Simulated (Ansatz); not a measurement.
# Si3Mo5: the cost of one run

Program: Ansatz 0.2.0. Level of theory: DFT PBEsol, scalar-relativistic, plane waves, PAW. These are calculated values, not measurements.

1 further run of the same task is left out (set aside as unsound or not needed).

### Step 1. The structure to begin with

It takes space group I4/mcm (No. 140, tetragonal). The conventional cell has a = 9.682 Å, b = 9.682 Å, c = 4.919 Å, α = 90.00°, β = 90.00°, γ = 90.00°. Si (site symmetry 422) is surrounded by 2 Si at 2.46 Å and 8 Mo at 2.60 Å. Around Si (site symmetry m2m) lie 10 Mo at 2.54 to 2.81 Å. Around Mo (site symmetry -42m) lie 2 Mo at 2.46 Å and 4 Si at 2.60 Å. Around Mo (site symmetry m) lie 6 Si at 2.54 to 2.81 Å and 3 Mo at 2.73 to 2.87 Å.

As a file:

```cif
data_structure
_symmetry_space_group_name_H-M 'I4/mcm'
_symmetry_Int_Tables_number 140
_cell_length_a 9.6821
_cell_length_b 9.6821
_cell_length_c 4.9191
_cell_angle_alpha 90.000
_cell_angle_beta 90.000
_cell_angle_gamma 90.000
_cell_volume 461.14
loop_
_atom_site_label
_atom_site_type_symbol
_atom_site_symmetry_multiplicity
_atom_site_Wyckoff_symbol
_atom_site_fract_x
_atom_site_fract_y
_atom_site_fract_z
_atom_site_occupancy
Si1 Si 4 a 0.00000 0.00000 0.75000 1
Si2 Si 8 h 0.16724 0.66724 0.50000 1
Mo1 Mo 4 b 0.00000 0.50000 0.75000 1
Mo2 Mo 16 k 0.07673 0.22414 0.50000 1
```

This cell was relaxed beforehand with the same method: volume 14.41 Å³/atom, gap on the mesh none (metal).

### Step 2. Relaxing with PBEsol

File input.yaml:

```yaml
crystal:
  lattice:
    - [-4.8410746236, 4.8410746236, 2.4595662832]
    - [4.8410746236, -4.8410746236, 2.4595662832]
    - [4.8410746236, 4.8410746236, -2.4595662832]
  atoms:
    - { symbol: Si, position: [0.25, 0.25, 0.0] }
    - { symbol: Si, position: [0.75, 0.75, 0.0] }
    - { symbol: Si, position: [0.6672442092, 0.1672442092, 0.8344884184] }
    - { symbol: Si, position: [0.1672442092, 0.3327557908, 0.5] }
    - { symbol: Si, position: [0.3327557908, 0.8327557908, 0.1655115816] }
    - { symbol: Si, position: [0.8327557908, 0.6672442092, 0.5] }
    - { symbol: Mo, position: [0.75, 0.25, 0.5] }
    - { symbol: Mo, position: [0.25, 0.75, 0.5] }
    - { symbol: Mo, position: [0.224142204, 0.076732434, 0.3008746379] }
    - { symbol: Mo, position: [0.076732434, 0.775857796, 0.85259023] }
    - { symbol: Mo, position: [0.775857796, 0.923267566, 0.6991253621] }
    - { symbol: Mo, position: [0.923267566, 0.224142204, 0.14740977] }
    - { symbol: Mo, position: [0.275857796, 0.576732434, 0.85259023] }
    - { symbol: Mo, position: [0.423267566, 0.275857796, 0.6991253621] }
    - { symbol: Mo, position: [0.724142204, 0.423267566, 0.14740977] }
    - { symbol: Mo, position: [0.576732434, 0.724142204, 0.3008746379] }
basis:
  ecutwfc: 420
kpoints:
  mp_grid: { grid: [8, 8, 8] }
hamiltonian:
  xc: pbesol
scf:
  occupations: { method: gaussian, width: 0.1 }
output:
  forces: true
  stress: true
  eigenvalues: true
relax:
  adjacent_minimum: "off"
  f_tol: 0.005
  max_steps: 50
  cell: { stress_tol: 0.05 }
```

Command:

```console
$ ansatz run input.yaml --threads 4 --pin off --max-ram 10240MiB --backend cpu --events-out ev --progress --plain --runs-dir out
```

What time and memory should one allow on 4 threads of Arm Neoverse V2, shared host?

About 94 s, with a peak of 1.4 GiB.
